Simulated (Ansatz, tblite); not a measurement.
**The cluster Br2Mg11MnS11: a ladder of methods and basis sets**

The task here is to estimate one member of a computed series from the others.

Method: as each input shows; program: Ansatz 0.2.0, Gaussian basis.

Plan: GFN1-xTB, GFN2-xTB, PBE-D4/def2-SVP, r2SCAN-D4/def2-SVP, CAM-B3LYP-D4/def2-SVP, B2PLYP/def2-SVP, HSE06-D4/def2-SVP, PBE+5HF/def2-SVP, PBE+10HF/def2-SVP, PBE+15HF/def2-SVP, PBE+35HF/def2-SVP, PBE+50HF/def2-SVP, r2SCAN-D4/def2-mTZVP, HF/STO-3G, HF/6-31G, B3LYP-D4/6-31G.

## The geometry

The geometry is that of the sextet, from an earlier relaxation (PBE-D4/def2-SVP).

25 atoms, charge 0, spin multiplicity 6.

Bond lengths: S1–Mg12 2.416 Å, S1–Mg14 2.380 Å, S1–Mn21 2.425 Å, S2–Mg13 2.380 Å, S2–Mg14 2.389 Å, S2–Mg15 2.534 Å, S3–Mg12 2.386 Å, S3–Mg16 2.549 Å, S3–Mg17 2.436 Å, S4–Mg16 2.414 Å, S4–Mg17 2.451 Å, S4–Mg18 2.452 Å, S5–Mg13 2.441 Å, S5–Mg16 2.459 Å, S5–Mg19 2.569 Å, S5–Mn21 2.471 Å, S6–Mg14 2.445 Å, S6–Mg15 2.417 Å and more. Angles: Mg12–S1–Mg14 143.5°, Mg12–S1–Mn21 77.6°, Mg14–S1–Mn21 91.2°, Mg13–S2–Mg14 102.3°, Mg13–S2–Mg15 74.7°, Mg14–S2–Mg15 75.3°, Mg12–S3–Mg16 81.6°, Mg12–S3–Mg17 97.2°, Mg16–S3–Mg17 71.0°, Mg16–S4–Mg17 73.1°, Mg16–S4–Mg18 91.8°, Mg17–S4–Mg18 76.2°, Mg13–S5–Mg16 154.3°, Mg13–S5–Mg19 79.1°, Mg13–S5–Mn21 95.2°, Mg16–S5–Mg19 124.1°, Mg16–S5–Mn21 80.9°, Mg19–S5–Mn21 78.0° and more.

No spin-orbit coupling is included.

PBE0-D4/def2-SVP was run before; its log isn't repeated, and its numbers join the tables.

Set-up of the first run:

Tight binding, by tblite at 300 K electronic temperature and without a spin-polarisation term:

```python
tblite.interface.Calculator('GFN1-xTB', numbers, positions, charge=0, uhf=5).singlepoint()
```

Tight binding, by tblite at 300 K electronic temperature and without a spin-polarisation term:

```python
tblite.interface.Calculator('GFN2-xTB', numbers, positions, charge=0, uhf=5).singlepoint()
```

start.molden holds the orbitals of an earlier run on this state, given as this run's starting guess.

File in.yaml:

```yaml
crystal:
  periodic: [false, false, false]
  atoms:
    - {symbol: S, position_ang: [-1.626663, 0.164205, 2.472326]}
    - {symbol: S, position_ang: [-4.128181, 2.929951, 0.242149]}
    - {symbol: S, position_ang: [-2.095102, -3.850194, 0.223161]}
    - {symbol: S, position_ang: [0.935663, -3.774206, -2.212479]}
    - {symbol: S, position_ang: [-1.570124, -0.038485, -1.821492]}
    - {symbol: S, position_ang: [-1.059622, 3.969722, 2.156544]}
    - {symbol: S, position_ang: [0.742020, -1.715761, 0.814041]}
    - {symbol: S, position_ang: [1.313899, 1.869187, -0.215045]}
    - {symbol: S, position_ang: [-1.649935, 3.646060, -2.458851]}
    - {symbol: S, position_ang: [4.088540, -1.106862, -0.291712]}
    - {symbol: S, position_ang: [2.503095, 1.236655, 3.403074]}
    - {symbol: Mg, position_ang: [-1.481492, -2.144386, 1.775162]}
    - {symbol: Mg, position_ang: [-3.101195, 1.851304, -1.614519]}
    - {symbol: Mg, position_ang: [-2.761339, 2.216489, 2.067555]}
    - {symbol: Mg, position_ang: [-1.922813, 4.132447, -0.095133]}
    - {symbol: Mg, position_ang: [-0.812897, -2.335257, -1.375960]}
    - {symbol: Mg, position_ang: [0.134822, -4.767913, -0.120287]}
    - {symbol: Mg, position_ang: [2.522684, -2.954839, -0.532959]}
    - {symbol: Mg, position_ang: [0.004351, 1.920970, -2.353106]}
    - {symbol: Mg, position_ang: [2.733437, 0.356656, -1.547336]}
    - {symbol: Mn, position_ang: [-0.459060, 0.333245, 0.354084]}
    - {symbol: Mg, position_ang: [0.782599, 2.395265, 2.359845]}
    - {symbol: Mg, position_ang: [2.671132, -0.156805, 1.555601]}
    - {symbol: Br, position_ang: [2.348971, -5.116670, 1.062597]}
    - {symbol: Br, position_ang: [1.887201, 0.939213, -3.847271]}
basis:
  gaussian: {orbitals: def2-SVP, fitting: {mean_field: def2-universal-jkfit}, initial_orbitals: start.molden}
magnetization: {spin_polarized: true, initial_magnetization: 5}
hamiltonian: {xc: pbe, dispersion: d4}
scf: {omitted_lower_state_checks: [starts]}
output: {forces: true, orbitals: {seedname: orbitals}}
```

Started as:

```sh
$ ansatz run in.yaml --threads 2 --pin off --events-out ev --progress --plain --max-ram 32768MiB --backend cuda --devices 0, --max-vram 18GiB
```

Among the steps run: PBE-D4/def2-SVP; r2SCAN-D4/def2-SVP; CAM-B3LYP-D4/def2-SVP; B2PLYP/def2-SVP; HSE06-D4/def2-SVP; PBE+5HF/def2-SVP; PBE+10HF/def2-SVP; PBE+15HF/def2-SVP; PBE+35HF/def2-SVP; PBE+50HF/def2-SVP; r2SCAN-D4/def2-mTZVP; HF/STO-3G; HF/6-31G; B3LYP-D4/6-31G.

One of the session's tables, all rows but one given; the rest of the session is left out.

It belongs to the step «Binding energy». 

| level | binding an atom (eV) |
| --- | --- |
| HF/STO-3G | 3.825 |
| HF/6-31G | 2.027 |
| PBE-D4/def2-SVP | 3.392 |
| r2SCAN-D4/def2-SVP | 3.475 |
| r2SCAN-D4/def2-mTZVP | 3.219 |
| B3LYP-D4/6-31G | 2.879 |
| PBE0-D4/def2-SVP | ? |
| HSE06-D4/def2-SVP | 3.356 |
| CAM-B3LYP-D4/def2-SVP | 3.207 |
| B2PLYP/def2-SVP | 3.101 |

**Question.** Estimate the row for PBE0-D4/def2-SVP.

The run gave: binding an atom (eV): 3.357. In the column «binding an atom (eV)» it lies between HSE06-D4/def2-SVP (3.356) and PBE-D4/def2-SVP (3.392).

Caveats from the session: Free atoms were run apart at each level; binding is atoms less cluster, divided by the number of atoms, without zero-point or spin-orbit terms.
